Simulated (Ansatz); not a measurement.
NaLaMnMoO6:

```
CELL_PARAMETERS angstrom
4.72242 -2.73688 0.00204
4.72242 2.73688 0.00204
-3.17796 0.00000 4.47000
ATOMIC_POSITIONS crystal
Na 0.25021 0.25021 0.74459
La 0.75117 0.75117 0.25707
Mn 0.49918 0.49918 0.49917
Mo 0.00110 0.00110 0.00114
O 0.28503 0.78106 0.28520
O 0.78106 0.28503 0.28520
O 0.25187 0.25187 0.18775
O 0.74777 0.74777 0.81124
O 0.21883 0.71407 0.71525
O 0.71407 0.21883 0.71525
```

The cell was built by a generator and needn't be a form met in nature.

Base run:

| Quantity | Value |
| --- | --- |
| Program | Ansatz 0.2.0 |
| Functional | PBE |
| Potentials or basis | Ansatz PAW |
| Cutoff | 420 eV |
| Density cutoff | 1680 eV |
| k mesh | 6 × 6 × 6 |
| Occupations | fermi-dirac, width 0.05 eV |
| Spin | collinear spin, ferromagnetic start |
| Starting moments | [0.0, 0.0, 4.0, 1.0, 0.0, 0.0, 0.0, 0.0, 0.0, 0.0] μB |

Its results: band gap on the k mesh none (metal or under the smearing width); pressure 0.3 GPa; net moment 1.95 μB per cell; site moments Na +0.00; La -0.01; Mn +2.22; Mo -0.37; O +0.01, +0.02 μB; largest force 0.110 eV/Å.

Task: The run is repeated on the same cell with these changes: potentials or basis from Ansatz PAW to PseudoDojo standard (PBE files); cutoff from 420 eV to 1497 eV; density cutoff from 1680 eV to 5987 eV. What comes out?

Result: Band gap on the k mesh none (metal or under the smearing width); pressure 0.8 GPa; net moment 2.21 μB per cell; site moments Na +0.00; La -0.01; Mn +2.44; Mo -0.36; O +0.01 μB; largest force 0.187 eV/Å.

Caveats: a cell with one magnetic atom can't hold antiferromagnetic order, which such compounds often take; semilocal functionals often make such compounds metallic where correlation or magnetic order opens a gap, which also shifts bond lengths.

Not every run made on this cell is shown here.
